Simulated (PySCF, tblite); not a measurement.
**C₄H₁₃BN₂Si: geometry, infrared bands and NMR shifts**

Aim: predict the infrared bands and NMR shifts of C₄H₁₃BN₂Si (`C=CCB(C)N[SiH2]N`).

The runs use tblite 0.8.0 and PySCF 2.14.0, with density-fitted response routines of our own; the level of theory stands in each step. All values are computed, except where a source is named. Atoms count from 0, in the outputs and in this text.

## Step 1: The starting structure

21 atoms, charge 0, multiplicity 1; geometry from: force field or distance geometry start.

Bonds of the start (Å): C0–C1 1.32, C1–C2 1.51, C2–B3 1.58, B3–C4 1.61, B3–N5 1.52, N5–Si6 1.78, Si6–N7 1.80, C0–H8 1.09, C0–H9 1.09, C1–H10 1.10, C2–H11 1.11, C2–H12 1.13, C4–H13 1.11, C4–H14 1.12, C4–H15 1.12, N5–H16 1.06, Si6–H17 1.47, Si6–H18 1.47, N7–H19 1.04, N7–H20 1.05.

## Step 2: Relaxing the molecule with GFN2-xTB

The job: settings as JSON, then the geometry in Å.

```
{"job": {"kind": "relax", "xc": "GFN2-xTB", "basis": "xTB"}, "charge": 0, "multiplicity": 1}
C     -3.316000     1.300400    -0.484700
C     -2.669400     0.150000    -0.521400
C     -1.684100    -0.266400     0.545800
B     -0.238700    -0.497700    -0.052000
C      0.333900    -1.983300     0.175600
N      0.761200     0.626800     0.150100
Si     2.429100     0.143200    -0.242700
N      3.513700     1.442900     0.365700
H     -3.999700     1.480500    -1.310000
H     -3.207200     2.035000     0.315300
H     -2.834400    -0.554900    -1.344500
H     -1.646400     0.517400     1.336400
H     -2.050600    -1.175400     1.103300
H      0.941700    -2.307600    -0.690400
H      0.903500    -1.946400     1.136500
H     -0.526800    -2.661600     0.400000
H      0.752300     0.865300     1.183600
H      2.650000    -0.081600    -1.683100
H      2.839600    -1.092000     0.432300
H      3.004200     2.153300     0.931300
H      4.035000     1.869000    -0.438200
```

The run is started by

```
> OMP_NUM_THREADS=1 python probes_run.py task.json out
```

One launch serves the whole session: the jobs run in the order shown.

**Question.** This job is followed by: GFN2-xTB harmonic vibrations, gas phase; GIAO PBE0/pcSseg-1 NMR shielding, non-relativistic, gas phase. Predict these results of the whole session: strongest single infrared mode (GFN2-xTB); zero-point energy (GFN2-xTB); 13C shifts against TMS (PBE0/pcSseg-1); 1H shifts against TMS (PBE0/pcSseg-1, means over atoms taken as alike); 11B shifts against BF3·OEt2 (PBE0/pcSseg-1); 15N shifts against NH3 (PBE0/pcSseg-1); 29Si shifts against TMS (PBE0/pcSseg-1).

**Answer**, as computed:

```
                                                              quantity                                               value
                             strongest single infrared mode (GFN2-xTB)                               1383 cm⁻¹, 616 km/mol
                                          zero-point energy (GFN2-xTB)                                      105.6 kcal/mol
                                13C shifts against TMS (PBE0/pcSseg-1)                         144.8, 117.9, 39.7, 4.9 ppm
1H shifts against TMS (PBE0/pcSseg-1, means over atoms taken as alike)  6.26, 5.28, 5.27, 5.07, 3.53, 1.86, 0.47, 0.13 ppm
                           11B shifts against BF3·OEt2 (PBE0/pcSseg-1)                                            47.0 ppm
                                15N shifts against NH3 (PBE0/pcSseg-1)                                     116.0, 11.2 ppm
                               29Si shifts against TMS (PBE0/pcSseg-1)                                           -35.4 ppm
```

In words: Relaxing lowered the energy by 1.898 eV in 102 steps; the close pair that moved most is B3–N5, from 1.518 to 1.396 Å. All 57 modes are real, so the xTB geometry is a minimum. The strongest single mode, at 1383 cm⁻¹, moves mainly B3 and N5. GFN2-xTB is a fitted tight-binding method: band positions and strengths are rough. Its intensities can rank the bands wrongly. The most deshielded carbon is C1 (alkene CH), at 144.8 ppm: an sp2 carbon of a C=C bond. H10 (hydrogen on an alkene CH) lies farthest downfield among hydrogen, at 6.26 ppm; a vinylic proton, deshielded by the sp2 carbon and the C=C anisotropy. At PBE0/pcSseg-1: The widest tensor belongs to C1: span 245 ppm, with a paramagnetic part of -216 ppm.
